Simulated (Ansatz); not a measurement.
# In2SiS: one candidate of a structure search, part 2 of 2

Aim: relax a trial structure of In2SiS and see where it ends.

Ansatz 0.2.0; DFT PBE, scalar-relativistic, plane waves, PAW. Earlier steps stand in the parts before.

## 4. Final relaxation

The end of the coarse run is made exact in the group found at a tolerance of 0.06 Å and reduced to its primitive cell.

File input.yaml:

```yaml
crystal:
  lattice:
    - [5.2642081058, 0.0, 0.0]
    - [-2.6321040529, 4.5589379504, 0.0]
    - [0.0, 0.0, 4.605434639]
  atoms:
    - { symbol: In, position: [0.3333333333, 0.6666666667, 0.5] }
    - { symbol: In, position: [0.6666666667, 0.3333333333, 0.5] }
    - { symbol: Si, position: [0.0, 0.0, 0.5] }
    - { symbol: S, position: [0.0, 0.0, 0.0] }
basis:
  ecutwfc: 420
kpoints:
  mp_grid: { grid: [12, 12, 10] }
hamiltonian:
  xc: pbe
scf:
  occupations: { method: gaussian, width: 0.1 }
output:
  forces: true
  stress: true
  eigenvalues: true
  write_density: true
  write_potential: true
  elf: true
  volumetric_format: npy
relax:
  adjacent_minimum: "off"
  f_tol: 0.01
  max_steps: 80
  cell: { stress_tol: 0.05 }
```

The run is started by

```
> ansatz run input.yaml --threads 1 --pin off --max-ram 2560MiB --backend cpu --events-out ev --progress --plain --runs-dir out
```

Output:

```text
Warning: RAYON_NUM_THREADS=1 ignored (pool sized by the plan → 1); use --threads N
Engine: ansatz 0.2.0, aarch64-unknown-linux-gnu
Pseudopotentials: kind: paw
Pseudopotential: In, paw, valence charge 13, recommended cutoff 420 eV (normal), In.paw.azcp
Pseudopotential: Si, paw, valence charge 4, recommended cutoff 420 eV (normal), Si.paw.azcp
Pseudopotential: S, paw, valence charge 6, recommended cutoff 420 eV (normal), S.paw.azcp
Functional definition: PBE
  parameter kappa = 0.804
  parameter beta = 0.06672455060314922
  exchange = pbe_x(kappa = kappa, mu = beta*pi^2/3)
  correlation = pbe_c(beta = beta)
Crystal: 4 atoms, lattice volume = 110.527 Å³
Basis set: ecut = 420 eV, 2193 PW (Γ), exchange–correlation on 72×72×64 points (8 copies of the dense FFT grid, shifted against one another)
Bands: 22, of which v1, the nominal top of the filled ones, is band 18 counted from 1 (17 counted from 0)
Symmetry: 24 space group operations
Space group: P6/mmm (ITA 191), of the structure as read, at distance tolerance 4.8e-5 Å
k-points: 114 of 1440
Non-local potential: In, projectors of the file, l = 0: 2, l = 1: 2, l = 2: 2, l = 3: 2
Non-local potential: Si, projectors of the file, l = 0: 2, l = 1: 2, l = 2: 2
Non-local potential: S, projectors of the file, l = 0: 2, l = 1: 2, l = 2: 2
PAW form: soft (Blöchl's): semilocal exchange-correlation on the pseudo side does not see the compensation charge
PAW one-centre angular grid: In, 590 points (default); XC on 64 Gauss nodes
PAW one-centre angular grid: Si, 110 points (default); XC on 64 Gauss nodes
PAW one-centre angular grid: S, 110 points (default); XC on 64 Gauss nodes
Initial density: superposition of atomic densities (neutral atoms: chi_scale 0, normalization atom), corrected by the library's trained network
Initial wavefunctions: pseudopotential atomic-orbital guess
Functional: x = pbe(κ = 0.804, μ = 0.2195149727645171), c = pbe(β = 0.06672455060314922)
SCF iter   1: F=—  HF=-12732.573391 eV  |F-HF|=—  |Δ(HF+E_count)|=         —  Δρ=2.19e-3  dr2=1.31e-2  ethr=1.77e-3  ⟨swp⟩=7.6  Hψ=27427  notcnv=0  defer=3
automatic band count: the SCF goes on with 26 bands, as 22 were too few: the levels above may hold too much charge
preconditioner: auto → LDOS  [metal: Δε(μ)=0.005 eV  Ē_g=14.146 eV  σ=0.100 eV  W_gap=0.03  n_scr=20 (ndim 8)  ℏωp=21.2 eV  f_vac=0.034  D(μ)=1.91/eV (n_scr^D=8)  β→1.0]
SCF iter   2: F=—  HF=-12732.571211 eV  |F-HF|=—  |Δ(HF+E_count)|=   2.18e-3  Δρ=9.92e-4  dr2=8.73e-4  ethr=3.63e-5  ⟨swp⟩=2.8  Hψ=5737  notcnv=0  defer=73
SCF iter   3: F=—  HF=-12732.571089 eV  |F-HF|=—  |Δ(HF+E_count)|=   1.22e-4  Δρ=4.19e-4  dr2=1.78e-4  ethr=2.42e-6  ⟨swp⟩=2.0  Hψ=4715  notcnv=0  defer=73
SCF iter   4: F=—  HF=-12732.571033 eV  |F-HF|=—  |Δ(HF+E_count)|=   5.59e-5  Δρ=7.78e-5  dr2=1.01e-5  ethr=4.95e-7  ⟨swp⟩=2.0  Hψ=4488  notcnv=0  defer=73
SCF iter   5: F=—  HF=-12732.571016 eV  |F-HF|=—  |Δ(HF+E_count)|=   1.71e-5  Δρ=2.13e-5  dr2=5.09e-7  ethr=2.80e-8  ⟨swp⟩=2.0  Hψ=3569  notcnv=0  defer=73
SCF iter   6: F=-12732.571016 eV  HF=-12732.571016 eV  |F-HF|=1.78e-9  |Δ(HF+E_count)|=   2.60e-9  Δρ=2.44e-6  dr2=7.59e-9  ethr=2.78e-10  ⟨swp⟩=13.6  Hψ=23556  notcnv=0
SCF 1 converged in 6 iterations: F = -12732.571016 eV  dr2 = 7.59e-9
relax step   1: F+E_penalty+E_count = -12732.57101622 eV  Δ(F+E_penalty+E_count) = +0.000e0 eV  max|allowed force component| = 1.295e-16 eV/Å  Δτ_max = 0.0000 Å  P = +0.319 GPa  Ω = 110.527 Å³  (6 SCF iters, dr2 threshold 1.00e-7 eV, accepted)
Crystal: 4 atoms, lattice volume = 110.827 Å³
Basis set: ecut = 420 eV, 2169 PW (Γ), exchange–correlation on 72×72×64 points (8 copies of the dense FFT grid, shifted against one another)
Bands: 26, of which v1, the nominal top of the filled ones, is band 18 counted from 1 (17 counted from 0)
Initial density: handed on by an earlier stage of this run
Initial wavefunctions: those handed on with the density
iter 1 solved again at ethr=5.59e-7 eV; its pass at ethr=3.10e-3 eV (dr2=2.01e-4 eV) is discarded
SCF iter   1: F=—  HF=-12732.574150 eV  |F-HF|=—  |Δ(HF+E_count)|=         —  Δρ=3.25e-4  dr2=1.92e-4  ethr=5.59e-7  ⟨swp⟩=3.1  Hψ=16737  notcnv=0
preconditioner: auto → LDOS  [metal: Δε(μ)=0.013 eV  Ē_g=14.120 eV  σ=0.100 eV  W_gap=0.07  n_scr=20 (ndim 8)  ℏωp=21.2 eV  f_vac=0.033  D(μ)=1.75/eV (n_scr^D=8)  β→1.0]
SCF iter   2: F=—  HF=-12732.574076 eV  |F-HF|=—  |Δ(HF+E_count)|=   7.43e-5  Δρ=1.26e-4  dr2=1.39e-5  ethr=5.33e-7  ⟨swp⟩=2.7  Hψ=4777  notcnv=0
SCF iter   3: F=—  HF=-12732.574073 eV  |F-HF|=—  |Δ(HF+E_count)|=   3.02e-6  Δρ=4.23e-5  dr2=2.02e-6  ethr=3.86e-8  ⟨swp⟩=2.0  Hψ=4977  notcnv=0
SCF iter   4: F=-12732.574072 eV  HF=-12732.574072 eV  |F-HF|=3.85e-8  |Δ(HF+E_count)|=   6.59e-7  Δρ=1.21e-5  dr2=1.35e-7  ethr=1.11e-9  ⟨swp⟩=11.1  Hψ=25518  notcnv=0
SCF 2 converged in 4 iterations: F = -12732.574072 eV  dr2 = 1.35e-7
relax step   2: F+E_penalty+E_count = -12732.57407193 eV  Δ(F+E_penalty+E_count) = -3.056e-3 eV  max|allowed force component| = 3.701e-17 eV/Å  Δτ_max = 0.0000 Å  P = +0.179 GPa  Ω = 110.827 Å³  energy of the carried Pulay correction = -4.920e-5 eV  (4 SCF iters, dr2 threshold 4.00e-7 eV, accepted)
Crystal: 4 atoms, lattice volume = 111.195 Å³
iter 1 solved again at ethr=8.83e-7 eV; its pass at ethr=3.10e-3 eV (dr2=3.18e-4 eV) is discarded
SCF iter   1: F=—  HF=-12732.575697 eV  |F-HF|=—  |Δ(HF+E_count)|=         —  Δρ=4.35e-4  dr2=3.47e-4  ethr=8.83e-7  ⟨swp⟩=2.9  Hψ=17813  notcnv=0
preconditioner: auto → LDOS  [metal: Δε(μ)=0.006 eV  Ē_g=14.114 eV  σ=0.100 eV  W_gap=0.03  n_scr=20 (ndim 8)  ℏωp=21.1 eV  f_vac=0.038  D(μ)=1.69/eV (n_scr^D=8)  β→1.0]
SCF iter   2: F=—  HF=-12732.575577 eV  |F-HF|=—  |Δ(HF+E_count)|=   1.21e-4  Δρ=1.70e-4  dr2=2.53e-5  ethr=8.83e-7  ⟨swp⟩=2.9  Hψ=4989  notcnv=0
SCF iter   3: F=—  HF=-12732.575571 eV  |F-HF|=—  |Δ(HF+E_count)|=   5.06e-6  Δρ=5.85e-5  dr2=3.84e-6  ethr=7.03e-8  ⟨swp⟩=2.0  Hψ=4994  notcnv=0
SCF iter   4: F=-12732.575570 eV  HF=-12732.575570 eV  |F-HF|=4.97e-8  |Δ(HF+E_count)|=   1.25e-6  Δρ=1.56e-5  dr2=2.37e-7  ethr=1.11e-9  ⟨swp⟩=8.7  Hψ=22634  notcnv=0
SCF 3 converged in 4 iterations: F = -12732.575570 eV  dr2 = 2.37e-7
relax step   3: F+E_penalty+E_count = -12732.57557015 eV  Δ(F+E_penalty+E_count) = -1.498e-3 eV  max|allowed force component| = 8.095e-17 eV/Å  Δτ_max = 0.0000 Å  P = +0.011 GPa  Ω = 111.195 Å³  energy of the carried Pulay correction = -1.095e-4 eV  (4 SCF iters, dr2 threshold 4.00e-7 eV, accepted)
Initial wavefunctions: pseudopotential atomic-orbital guess (no wavefunctions were taken with the density)
iter 1 solved again at ethr=9.67e-7 eV; its pass at ethr=3.10e-3 eV (dr2=3.48e-4 eV) is discarded
SCF iter   1: F=—  HF=-12732.575706 eV  |F-HF|=—  |Δ(HF+E_count)|=         —  Δρ=1.87e-5  dr2=2.23e-7  ethr=9.67e-7  ⟨swp⟩=2.6  Hψ=21304  notcnv=0
eigensolver tolerance schedule: the retry pair's looser diagonalisation over-reported the residual by 1560.21 of it (diagonalisation noise at 0.95 of the residual, at the tolerance the schedule requests for it); recorded, not acted on — ethr = c·dr2/N_el stays at c = 1.0e-1
preconditioner: auto → LDOS  [metal: Δε(μ)=0.003 eV  Ē_g=14.120 eV  σ=0.100 eV  W_gap=0.02  n_scr=20 (ndim 8)  ℏωp=21.1 eV  f_vac=0.036  D(μ)=1.70/eV (n_scr^D=8)  β→1.0]
SCF iter   2: F=—  HF=-12732.575685 eV  |F-HF|=—  |Δ(HF+E_count)|=   2.07e-5  Δρ=4.58e-6  dr2=4.03e-8  ethr=6.19e-10  ⟨swp⟩=2.9  Hψ=5308  notcnv=0
SCF iter   3: F=—  HF=-12732.575685 eV  |F-HF|=—  |Δ(HF+E_count)|=   5.96e-9  Δρ=1.62e-6  dr2=2.98e-9  ethr=1.12e-10  ⟨swp⟩=2.9  Hψ=5126  notcnv=0
SCF iter   4: F=—  HF=-12732.575685 eV  |F-HF|=—  |Δ(HF+E_count)|=   1.56e-9  Δρ=1.10e-6  dr2=1.03e-9  ethr=8.26e-12  ⟨swp⟩=2.0  Hψ=5017  notcnv=0
SCF iter   5: F=—  HF=-12732.575685 eV  |F-HF|=—  |Δ(HF+E_count)|=  2.27e-10  Δρ=1.96e-7  dr2=5.97e-11  ethr=2.87e-12  ⟨swp⟩=2.1  Hψ=4612  notcnv=0
SCF iter   6: F=-12732.575685 eV  HF=-12732.575685 eV  |F-HF|=9.09e-12  |Δ(HF+E_count)|=  1.46e-11  Δρ=3.25e-8  dr2=2.08e-12  ethr=1.00e-12  ⟨swp⟩=6.5  Hψ=13060  notcnv=0
SCF 4 converged in 6 iterations: F = -12732.575685 eV  dr2 = 2.08e-12
relax step   4: F+E_penalty+E_count = -12732.57568500 eV  Δ(F+E_penalty+E_count) = -1.149e-4 eV  max|allowed force component| = 1.110e-16 eV/Å  Δτ_max = 0.0000 Å  P = +0.010 GPa  Ω = 111.195 Å³  stress off target by 2.15e-2 GPa  SCF on the basis re-selected at this cell (its energy is not comparable with the rows above)  (6 SCF iters)
basis re-selected at this cell: Δ(F+E_penalty+E_count) = -1.149e-4 eV, ΔP = -0.000 GPa vs the last step (what re-selecting the basis moved, of the pressure what is left beyond the Pulay correction that the steps carried, after the strain that the cell walked since its last selection, with what the two solves' SCF thresholds leave and, on support functions, any second-order correction that the steps lacked; it is no measure of the basis error at this ecutwfc). This SCF's stress stands 2.15e-2 GPa from its target on what of the cell is left free (relax.cell.stress_tol is 5.00e-2 GPa) and its largest allowed force component is 1.11e-16 eV/Å (relax.f_tol is 1.00e-2 eV/Å): within both
SCF converged after 6 iterations
Free energy (F): -12732.575685 eV
Harris-Foulkes:  -12732.575685 eV  (|F-HF|=9.09e-12)
Internal energy: -12732.567201 eV  (E = F + TS)
E sigma→0 (E₀):  -12732.571443 eV
Entropy (-TS):   -0.008484 eV (-2.121 meV/atom)
Fermi energy:    6.527968 eV
--- Per-component energies (eV) ---
  E_band       = -140.056567
  E_kinetic    = 625.795725
  E_local      = -2970.032557  (includes V_loc(G=0)·N_el)
  E_nonlocal   = 786.307958
  E_hartree    = 1176.417893
  E_xc         = -582.872873
  E_vxc        = -331.958014  (∫ρ·V_xc dr)
  E_paw        = -9415.533215  (= ΣΔE_a)
  E_vpaw       = -603.005530  (= ΣTr[D̂ρ^β])
  E_aug_tail   = 0.000060  (compensation charges beyond the density's cutoff)
  E_ewald      = -2352.650192
  E_smearing   = -0.008484  (= −TS)
  E_closure    = 0.000000  (closes the sum)
  Σ components = -12732.575685   (vs F -12732.575685, Δ=0.00e0)
--- Forces (eV/Å), atoms counted from 1 ---
  atom   1  In     0.00000000    -0.00000000     0.00000000
  atom   2  In     0.00000000     0.00000000     0.00000000
  atom   3  Si     0.00000000     0.00000000     0.00000000
  atom   4  S      0.00000000     0.00000000     0.00000000
  max |Σ_I F_I| component: 1.12e-30 eV/Å
--- Stress (GPa, compression-positive) ---
        0.004910       0.000000      -0.000000
        0.000000       0.004910       0.000000
       -0.000000       0.000000       0.021456
  P = ⅓ Tr σ = 0.0104 GPa (0.104 kbar)
--- Band table (eV; the first three rows and the last of 114) ---
  k-point 0: bands = ["-8.4412", "-8.2828", "-8.2828", "-8.2454", "-8.2454", "-8.1220", "-8.1207", "-8.1207", "-8.1122", "-8.1122", "-6.7646", "-1.3146", "0.8897", "3.1655", "3.1655", "3.2687", "5.4153", "5.9767", "5.9767", "7.4235", "7.4235", "8.2358", "11.6946", "12.2019", "12.2019", "12.3484"]
  k-point 1: bands = ["-8.4398", "-8.2833", "-8.2833", "-8.2454", "-8.2454", "-8.1210", "-8.1210", "-8.1208", "-8.1121", "-8.1121", "-6.7247", "-1.5710", "1.0014", "3.2222", "3.2222", "3.5789", "5.4504", "6.0068", "6.0068", "7.1857", "7.1857", "7.8465", "12.0454", "12.2220", "12.5453", "12.5453"]
  k-point 2: bands = ["-8.4362", "-8.2845", "-8.2845", "-8.2453", "-8.2453", "-8.1218", "-8.1218", "-8.1177", "-8.1117", "-8.1117", "-6.6125", "-2.1242", "1.2186", "3.3903", "3.3903", "4.4036", "5.5480", "6.0885", "6.0885", "6.6250", "6.6250", "7.0884", "11.3947", "13.1723", "13.3736", "13.3736"]
  k-point 113: bands = ["-8.4651", "-8.3569", "-8.3569", "-8.3301", "-8.2090", "-8.2090", "-8.0977", "-8.0665", "-8.0665", "-7.8728", "-6.1637", "-2.4546", "0.6574", "0.6574", "3.5887", "3.5887", "5.6656", "7.4982", "7.4982", "8.2067", "8.2067", "9.2583", "9.2811", "12.2737", "12.8203", "12.8203"]
--- Relaxed structure (3 steps of the walk, 3 accepted, 1 SCFs on fresh bases) ---
  F+E_penalty+E_count = -12732.57568500 eV   max|allowed force component| = 1.110e-16 eV/Å   (the final SCF, on the basis selected at the relaxed cell)
  cell:  # Å, volume = 111.1950 Å³
    - [5.250580841710824, 0.0, -1.901342079984655e-33]
    - [-2.625290420855412, 4.547136393545453, 1.9874258260429916e-33]
    - [-1.7250119211358694e-33, 1.0473286664039206e-33, 4.6573601840238075]
  atoms:
    - { symbol: In, position: [0.3333333333333333, 0.6666666666666667, 0.49999999999999994] }
    - { symbol: In, position: [0.6666666666666666, 0.3333333333333333, 0.49999999999999994] }
    - { symbol: Si, position: [6.541197769927724e-35, 2.640321558077684e-35, 0.49999999999999994] }
    - { symbol: S, position: [3.409032071802943e-35, -8.801071860258972e-36, 4.1430178192982e-35] }
```

Run time: 65 s. Hardware: 1 thread of Arm Neoverse V2, shared host; peak memory 0.57 GiB.

Relaxation path:

```csv
step,E - E(step 1) (eV/cell),largest force component (eV/Å),pressure (GPa),volume (Å³)
1,0.0000,0.0000,0.32,110.53
2,-0.0031,0.0000,0.18,110.83
3,-0.0046,0.0000,0.01,111.19
4,-0.0047,0.0000,0.01,111.19
```

Step 1 is the start. Step 4 repeats the geometry before it on a plane-wave basis chosen anew for that cell, so its energy need not be comparable with the rows above.

|  | before | after | change |
| --- | --- | --- | --- |
| a (Å) | 5.264 | 5.251 | -0.3 % |
| b (Å) | 5.264 | 5.251 | -0.3 % |
| c (Å) | 4.605 | 4.657 | +1.1 % |
| volume (Å³/atom) | 27.63 | 27.80 | +0.6 % |
| shortest distance (Å) | 2.303 | 2.329 | +1.1 % |
| space group (0.01 Å) | P6/mmm | P6/mmm | same |

The run keeps the 24 symmetry operations of the start, so it could not have lowered the symmetry.

Density in a lattice plane of the grid's cell (edges 5.25 and 5.25 Å, at 0.500 of the third edge), which holds In and Si.

Values in e/Å³, 12 rows by 12 columns:
```
 0.23  0.36  0.26  0.18  0.23  0.33  0.32  0.22  0.18  0.26  0.37  0.24
 0.35  0.26  0.21  0.34  1.00  1.66  0.91  0.32  0.20  0.25  0.35  0.37
 0.21  0.18  0.34  1.74  6.22  5.97  1.65  0.33  0.18  0.20  0.25  0.26
 0.16  0.23  1.00  6.22 12.95  6.22  1.00  0.23  0.16  0.18  0.20  0.18
 0.18  0.33  1.66  5.97  6.22  1.75  0.34  0.19  0.23  0.33  0.32  0.22
 0.21  0.32  0.91  1.65  1.00  0.34  0.22  0.34  1.00  1.65  0.91  0.32
 0.18  0.22  0.32  0.33  0.23  0.19  0.34  1.75  6.22  5.97  1.66  0.33
 0.16  0.18  0.20  0.18  0.16  0.23  1.00  6.22 12.95  6.22  1.00  0.23
 0.21  0.26  0.25  0.20  0.18  0.33  1.65  5.97  6.22  1.74  0.34  0.18
 0.35  0.37  0.35  0.25  0.20  0.32  0.91  1.66  1.00  0.34  0.21  0.26
 0.23  0.24  0.37  0.26  0.18  0.22  0.32  0.33  0.23  0.18  0.26  0.36
 0.04  0.23  0.35  0.21  0.16  0.18  0.21  0.18  0.16  0.21  0.35  0.23
```
Columns run along the first of these edges and rows up along the second, over one cell in 12 and 12 even steps from the bottom left corner. Atoms in the plane (fractional): In at (0.33, 0.67), In at (0.67, 0.33), Si at (0.00, 0.00).

ELF in the same plane.

Ten even steps from ' ' (0.00) to '@' (0.79):
```
##**%%@@@@%%**========--========++**%%@@@@##**##
##%%@@@@%%**====--------------==++**%%@@@@%%****
@@@@@@##**==------------------==++##%%@@@@@@%%@@
@@%%##++==------::::::::------==++**%%@@@@@@@@@@
##**++==------..      ..------==++**##%%%%@@%%%%
++====------..        ..------====++**********++
====------..          ::----====================
====------..        ::------======----------====
====------::......--------====----------------==
====------------------======------------------==
====----------------====--------......::------==
======----------======------::        ..------==
======================----::          ..------==
++++**********++====------..        ..------====
##%%%%@@%%%%##**++==------..      ..------==++**
@@@@@@@@@@@@%%**++==------::::::::------==++##%%
@@@@%%@@@@@@%%##++==------------------==**##@@@@
##****%%@@@@%%**++==--------------====**%%@@@@%%
####**##@@@@%%**++========--========**%%@@@@%%**
@@##**%%@@@@##++==================++##@@@@%%**##
```
Columns run along the first of these edges and rows up along the second, over one cell in 24 and 20 even steps from the bottom left corner. Atoms in the plane (fractional): In at (0.33, 0.67), In at (0.67, 0.33), Si at (0.00, 0.00).

Both are smooth fields of the valence electrons: close to the nuclei they are not physical.

The highest ELF values outside the cores: 0.89 beside S, off the lines to its neighbours, 0.9 Å from S; 0.80 in the shell around S, 0.8 Å from S; 0.79 in the shell around Si, 0.9 Å from Si.

## 5. Changed: xc_grid 4, dr2_threshold 1.0e-06

Changes to input.yaml since step 4:

```diff
@@ -12,2 +12,3 @@
   ecutwfc: 420
+  xc_grid: 4
 kpoints:
@@ -18,10 +19,7 @@
   occupations: { method: gaussian, width: 0.1 }
+  convergence: { dr2_threshold: 1.0e-06 }
 output:
   forces: true
+  eigenvalues: true
   stress: true
-  eigenvalues: true
-  write_density: true
-  write_potential: true
-  elf: true
-  volumetric_format: npy
 relax:
```

The run is started by

```
> ansatz run input.yaml --threads 1 --pin off --max-ram 2560MiB --backend cpu --events-out ev --progress --plain --runs-dir out
```

Output, cut to the lines that bear on the results:

```text
Warning: scf.convergence.dr2_threshold = 1e-6 eV is looser than this run's default, which is 1e-7 eV or tighter. The error in the forces grows as the threshold's square root, so leave the key out unless less accurate forces are enough
Warning: relax.cell: scf.convergence.dr2_threshold = 1e-6 eV is looser than the 4e-10 eV advised for a relaxation that steers and ends on the stress (1e-10 eV for each atom of the cell: 4). What an SCF threshold leaves in a stress goes as its square root, and in the free energy as the [...]
Warning: RAYON_NUM_THREADS=1 ignored (pool sized by the plan → 1); use --threads N
[...]
[... 5 set-up lines as earlier in the session ...]
[...]
Crystal: 4 atoms, lattice volume = 110.527 Å³
Basis set: ecut = 420 eV, 2193 PW (Γ), exchange–correlation on 144×144×128 points (64 copies of the dense FFT grid, shifted against one another)
[...]
  atom   2  In     0.00000000     0.00000000     0.00000000
  atom   3  Si     0.00000000     0.00000000     0.00000000
  atom   4  S      0.00000000     0.00000000     0.00000000
[...]
--- Stress (GPa, compression-positive) ---
        0.004755      -0.000000       0.000000
       -0.000000       0.004755      -0.000000
        0.000000      -0.000000       0.021373
  P = ⅓ Tr σ = 0.0103 GPa (0.103 kbar)
--- Band table (eV; the first three rows and the last of 114) ---
[... band rows left out ...]
[...]
--- Relaxed structure (3 steps of the walk, 3 accepted, 1 SCFs on fresh bases) ---
  F+E_penalty+E_count = -12732.57568838 eV   max|allowed force component| = 3.701e-17 eV/Å   (the final SCF, on the basis selected at the relaxed cell)
  cell:  # Å, volume = 111.1950 Å³
    - [5.250583771299073, 0.0, -2.0421822340575924e-33]
    - [-2.6252918856495366, 4.5471389306433005, 1.5089757222291088e-33]
    - [-1.601796783911879e-33, 5.544681175079581e-34, 4.65735739135764]
  atoms:
    - { symbol: In, position: [0.33333333333333326, 0.6666666666666666, 0.49999999999999994] }
    - { symbol: In, position: [0.6666666666666667, 0.33333333333333326, 0.49999999999999994] }
    - { symbol: Si, position: [1.962750815103931e-35, -3.696450181308759e-35, 0.49999999999999994] }
    - { symbol: S, position: [1.6578395312878012e-34, 9.681179046284844e-35, 4.7758086960955394e-35] }
```

Wall time 58 s (1 thread of Arm Neoverse V2, shared host); peak memory 0.65 GiB.

| run | ending | energy change | pressure (GPa) | gap (eV) | force (eV/Å) | cycles | time |
| --- | --- | --- | --- | --- | --- | --- | --- |
| step 4 | converged | 0 | 0.0 | 0.00 | 0.00 | - | 65 s |
| variant | converged | 0.0 meV/atom | 0.0 | 0.00 | 0.00 | - | 58 s |

Changing the numerical grids and convergence setting leaves the energy as it was (0.0 meV/atom).

## 6. Outcome

The summary covers parts 1 to 2. Changes of volume or cell count from the first structure of part 1.

| quantity | value |
| --- | --- |
| symmetry at the end (tolerance 0.05 Å) | space group P6/mmm (No. 191) |
| conventional cell | a = 5.251 Å, b = 5.251 Å, c = 4.657 Å, α = 90.00°, β = 90.00°, γ = 120.00° |
| volume | 27.80 Å³/atom |
| energy over the elements | +0.25 eV/atom |
| gap on the mesh | none (metal) |

In words: The space group P6/mmm (No. 191) is kept, and the volume per atom grows by 26.6 % from the first guess. With a positive formation energy it can't be a ground state. No finished test with a distortion of lower symmetry is shown, so the end may be a saddle point. Spin polarisation is off in the runs that give these values; a magnetic solution could lie lower.
